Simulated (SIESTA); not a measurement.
The system is Ta3AsAu2O13.

```
Ta As Au O
1.0
     5.45204    0.00000    0.00000
    -2.72602    4.72161    0.00000
     0.00000    0.00000    9.57902
Ta As Au O
3 1 2 13
Direct
  0.00000 0.00000 0.19408
  0.00000 0.00000 0.80592
  0.66667 0.33333 0.00000
  0.00000 0.00000 0.50000
  0.33333 0.66667 0.27428
  0.33333 0.66667 0.72572
  0.00000 0.00000 0.00000
  0.23947 0.97129 0.36402
  0.02871 0.26818 0.36402
  0.73182 0.76053 0.36402
  0.23947 0.97129 0.63598
  0.02871 0.26818 0.63598
  0.73182 0.76053 0.63598
  0.38452 0.33425 0.85844
  0.66575 0.05026 0.85844
  0.94974 0.61548 0.85844
  0.38452 0.33425 0.14156
  0.66575 0.05026 0.14156
  0.94974 0.61548 0.14156
```

The cell was built by a generator and needn't be a form met in nature.

Base run:

* Program: SIESTA 5.4.2
* Functional: PBE
* Potentials or basis: PseudoDojo 0.4 standard (PBE files)
* Basis: DZP (energy shift 0.003 Ry; two zetas on semicore shells)
* Grid cutoff: 800 Ry
* Energy shift: 0.003 Ry
* k mesh: 6 × 6 × 3
* Occupations: fermi-dirac, width 0.05 eV
* Spin: no spin polarisation

Its results: band gap on the k mesh none (metal or under the smearing width); pressure 4.4 GPa; largest force 0.601 eV/Å.

Problem. The run is repeated on the same cell with these changes: functional from PBE to BLYP. What comes out?

Solution. Band gap on the k mesh none (metal or under the smearing width); pressure 10.4 GPa; largest force 0.787 eV/Å.

BLYP binds less tightly than PBE, so the same cell stands under more pressure.

Caveats: short orbitals over semicore shells can move pressures by several GPa; the basis of atomic orbitals isn't converged, which shifts pressures, moduli and gaps; the potentials were made for another functional, which shifts forces and pressure (some runs).

Not every run made on this cell is shown here.
